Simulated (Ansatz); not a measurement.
Task: a rigid scan of one bond length of CH3FOTe, SMILES OC(F)[TeH], with Ansatz's Python interface. Give the script and its output. Use (for the species named): Hartree-Fock, def2-SVP basis, multiplicity 1.

```xyz
7

O     0.5361   -0.6437    1.3855
C     0.0463    0.2360    0.3417
F    -1.3341    0.5039    0.4709
Te    0.4874   -0.6664   -1.5696
H    -0.0664   -1.4256    1.3009
H     0.6104    1.2109    0.3882
H    -0.2184    0.7170   -2.3634
```

`run_scan.py`
```python
# -*- coding: utf-8 -*-
"""Potential curve of CH3FOTe along one bond."""

import ansatz as az
import numpy as np

GEOMETRY = """
O     0.53610   -0.64370    1.38550
C     0.04630    0.23600    0.34170
F    -1.33410    0.50390    0.47090
Te    0.48740   -0.66640   -1.56960
H    -0.06640   -1.42560    1.30090
H     0.61040    1.21090    0.38820
H    -0.21840    0.71700   -2.36340
"""

molecule = az.Crystal.molecule()
for line in GEOMETRY.strip().splitlines():
    symbol, *xyz = line.split()
    molecule = molecule.atom(symbol, [float(v) for v in xyz])

symbols = [site.symbol for site in molecule.cartesian_sites]
start = np.array([site.position_ang for site in molecule.cartesian_sites])
axis = (start[5] - start[1]) / np.linalg.norm(start[5] - start[1])
moving = [5]
lengths, energies = [0.992, 1.037, 1.082, 1.127, 1.172, 1.217, 1.263, 1.33], []
for length in lengths:
    xyz = start.copy()
    xyz[moving] += (length - np.linalg.norm(start[5] - start[1])) * axis
    point = az.Crystal.molecule()
    for symbol, place in zip(symbols, xyz):
        point = point.atom(symbol, place.tolist())
    calc = point.calculation().basis(gaussian="def2-SVP").functional("HF")
    rep = calc.run(threads=1).report
    energies.append(rep["free_energy_ev"])
    print(f"r = {length:6.3f} A  E = {energies[-1]:.5f} eV  <S^2> = {abs(rep['mean_field']['state']['spin_squared']):.3f}")

# quartic fit about the minimum
fit = np.polynomial.Polynomial.fit(lengths, np.array(energies) - min(energies), 4).convert()
roots = [r.real for r in fit.deriv().roots() if abs(r.imag) < 1e-9 and fit.deriv(2)(r.real) > 0]
r_e = min(roots, key=lambda r: abs(r - lengths[int(np.argmin(energies))]))
print(f"minimum of the fit at {r_e:.4f} A, force constant {fit.deriv(2)(r_e):.2f} eV/A^2")
```

Output of `python run_scan.py`:
```text
r =  0.992 A  E = -13080.02685 eV  <S^2> = 0.000
r =  1.037 A  E = -13080.16871 eV  <S^2> = 0.000
r =  1.082 A  E = -13080.20910 eV  <S^2> = 0.000
r =  1.127 A  E = -13080.17070 eV  <S^2> = 0.000
r =  1.172 A  E = -13080.07152 eV  <S^2> = 0.000
r =  1.217 A  E = -13079.92592 eV  <S^2> = 0.000
r =  1.263 A  E = -13079.74096 eV  <S^2> = 0.000
r =  1.330 A  E = -13079.42550 eV  <S^2> = 0.000
minimum of the fit at 1.0808 A, force constant 39.26 eV/A^2
```

Total energies depend on the basis set; only differences at equal settings carry meaning. The rest of the molecule is held rigid at a force-field or estimated start geometry, and the basis set is modest; single-reference methods fail as a bond breaks. def2 sets replace the cores of elements past krypton by effective core potentials. Hartree-Fock leaves correlation out, so bond, atomisation and ionisation energies come out well too low. The orbitals are restricted, so S² is zero by construction. Hardware and time: 7.4 s on 1 thread of Arm Neoverse V2, on a shared host, peak memory 0.21 GiB.
